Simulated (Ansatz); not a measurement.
# GeP: the cost of one run

Method: def2-QZVPP, all electrons in the functionals, frozen cores in the correlation of double hybrids and RPA; program: Ansatz 0.2.0, Gaussian basis.

To be run: PBE, BLYP, r2SCAN, B97M-V, PBE0, B3LYP, wB97M-V, B2PLYP, at charge 1, triplet; charge 1, singlet; charge 1, quintet.

6 further runs of the same task are left out: 6 set aside as unsound or not needed.

### 1 What is computed

The geometry is a PBE0/def2-TZVP stationary point (not a proven minimum). No spin-orbit coupling is included. The filled d shell of Ge may be among the frozen orbitals whatever the setting's name suggests; the logs give the count.

2 atoms, charge 1, spin multiplicity 3.

Atoms are counted from 1 here; the program's logs count them from 0.

Bond lengths: Ge1–P2 2.304 Å.

No dispersion term is added; B97M-V, wB97M-V hold VV10 nonlocal correlation. B3LYP takes the VWN-RPA correlation.

The geometry shown and the zero of energy belong to the point charge 1, triplet. The yardstick, RCCSD(T), and other wave-function levels (R restricted, U unrestricted, valence and pair active spaces) come from earlier runs.

### 2 PBE, charge 1, triplet

The input, in.yaml:

```yaml
crystal:
  periodic: [false, false, false]
  atoms:
    - {symbol: Ge, position_ang: [0.000000, 0.000000, 0.000000]}
    - {symbol: P, position_ang: [0.000000, 0.000000, 2.303500]}
basis:
  gaussian: {orbitals: "def2-QZVPP.json"}
total_charge: 1
magnetization: {spin_polarized: true, initial_magnetization: 2}
hamiltonian: {xc: {name: PBE}}
output: {orbitals: {seedname: orbitals}}
```

Started as:

```bash
ansatz run in.yaml --threads 1 --pin off --events-out ev --progress --plain --max-ram 2393MiB
```

**Question.** How long does this run take on 1 thread of Arm Neoverse V1, shared host, and how much memory does it need?

About 15 s, with a peak of 0.29 GiB.
